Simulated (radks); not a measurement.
# Taking charge from the 3s level of Ir in fractions

What happens to E and to the 3s eigenvalue of Ir when a fraction of an electron is removed? The exact functional would give straight lines between whole numbers for a frontier level.

The numbers are computed with radks (a radial shooting solver on a logarithmic mesh, Libxc functionals) version 1 (scalar-relativistic Kohn-Sham, PBE, spin-polarised, spherical densities, point nucleus; open shells are filled with parallel spins first), except any that are marked as measured or tabulated.

### 1 The system

| Quantity | Value |
| --- | --- |
| element | iridium (Z = 77) |
| charge | 0 |
| electrons | 77 |
| configuration | [Ne] 3s(up 1, down 1) 3p6 3d10 4s2 4p6 4d10 4f14 5s2 5p6 5d7 6s2 |

A shell typed twice in an input gives spin up, then spin down.

### 2 Start: [Ne] 3s(up 1, down 1) 3p6 3d10 4s2 4p6 4d10 4f14 5s2 5p6 5d7 6s2

Settings of this run:

```text
Z 77
configuration [Ne] 3s1 3s1 3p6 3d10 4s2 4p6 4d10 4f14 5s2 5p6 5d7 6s2
relativity scalar-relativistic
functional pbe,pbe
spin polarised
nucleus point
c 137.035999084
```

On the command line:

```
> python run_ks.py task.json out
```

This one command runs every case of the session in turn.

### 3 0.1 electron removed from 3s

Settings of this run:

```text
Z 77
configuration [Ne] 3s1 3s0.9 3p6 3d10 4s2 4p6 4d10 4f14 5s2 5p6 5d7 6s2
relativity scalar-relativistic
functional pbe,pbe
spin polarised
nucleus point
c 137.035999084
```

### 4 0.2 electron removed from 3s

Settings of this run:

```text
Z 77
configuration [Ne] 3s1 3s0.8 3p6 3d10 4s2 4p6 4d10 4f14 5s2 5p6 5d7 6s2
relativity scalar-relativistic
functional pbe,pbe
spin polarised
nucleus point
c 137.035999084
```

### 5 0.3 electron removed from 3s

Settings of this run:

```text
Z 77
configuration [Ne] 3s1 3s0.7 3p6 3d10 4s2 4p6 4d10 4f14 5s2 5p6 5d7 6s2
relativity scalar-relativistic
functional pbe,pbe
spin polarised
nucleus point
c 137.035999084
```

### 6 0.4 electron removed from 3s

Settings of this run:

```text
Z 77
configuration [Ne] 3s1 3s0.6 3p6 3d10 4s2 4p6 4d10 4f14 5s2 5p6 5d7 6s2
relativity scalar-relativistic
functional pbe,pbe
spin polarised
nucleus point
c 137.035999084
```

### 7 0.5 electron removed from 3s

Settings of this run:

```text
Z 77
configuration [Ne] 3s1 3s0.5 3p6 3d10 4s2 4p6 4d10 4f14 5s2 5p6 5d7 6s2
relativity scalar-relativistic
functional pbe,pbe
spin polarised
nucleus point
c 137.035999084
```

### 8 0.6 electron removed from 3s

Settings of this run:

```text
Z 77
configuration [Ne] 3s1 3s0.4 3p6 3d10 4s2 4p6 4d10 4f14 5s2 5p6 5d7 6s2
relativity scalar-relativistic
functional pbe,pbe
spin polarised
nucleus point
c 137.035999084
```

### 9 0.7 electron removed from 3s

Settings of this run:

```text
Z 77
configuration [Ne] 3s1 3s0.3 3p6 3d10 4s2 4p6 4d10 4f14 5s2 5p6 5d7 6s2
relativity scalar-relativistic
functional pbe,pbe
spin polarised
nucleus point
c 137.035999084
```

### 10 0.8 electron removed from 3s

Settings of this run:

```text
Z 77
configuration [Ne] 3s1 3s0.2 3p6 3d10 4s2 4p6 4d10 4f14 5s2 5p6 5d7 6s2
relativity scalar-relativistic
functional pbe,pbe
spin polarised
nucleus point
c 137.035999084
```

### 11 0.9 electron removed from 3s

Settings of this run:

```text
Z 77
configuration [Ne] 3s1 3s0.1 3p6 3d10 4s2 4p6 4d10 4f14 5s2 5p6 5d7 6s2
relativity scalar-relativistic
functional pbe,pbe
spin polarised
nucleus point
c 137.035999084
```

### 12 1 electron removed from 3s

Settings of this run:

```text
Z 77
configuration [Ne] 3s1 3s0 3p6 3d10 4s2 4p6 4d10 4f14 5s2 5p6 5d7 6s2
relativity scalar-relativistic
functional pbe,pbe
spin polarised
nucleus point
c 137.035999084
```

Before running it: what results should come out? Wanted: for each run, removed; E − E(0); eigenvalue; E minus straight line.

**Answer**, as computed:

```tsv
removed (e)	E − E(0) (eV)	eigenvalue (eV)	E minus straight line (eV)
0	0.000	-3115.1	0.000
0.1	311.36	-3120.6	-2.554
0.2	623.29	-3126.2	-4.550
0.3	935.77	-3131.9	-5.983
0.4	1248.8	-3137.5	-6.850
0.5	1562.4	-3143.2	-7.149
0.6	1876.6	-3149.0	-6.875
0.7	2191.4	-3154.7	-6.026
0.8	2506.8	-3160.5	-4.599
0.9	2822.7	-3166.3	-2.592
1	3139.2	-3172.2	0.000
```

In words: Removing the whole electron costs 3139.2 eV, against 3115.1 eV from minus the starting eigenvalue. Slater's transition state, half an electron removed, gives 3143.2 eV. The trapezoid integral of minus the eigenvalue gives 3143.4 eV over the range, against 3139.2 eV from the energies (Janak's theorem; approximate here, since the scalar-relativistic density holds large components alone). The eigenvalue moves by 57.1 eV per electron. E bends below the straight line by 7.15 eV at 0.5 electron removed.
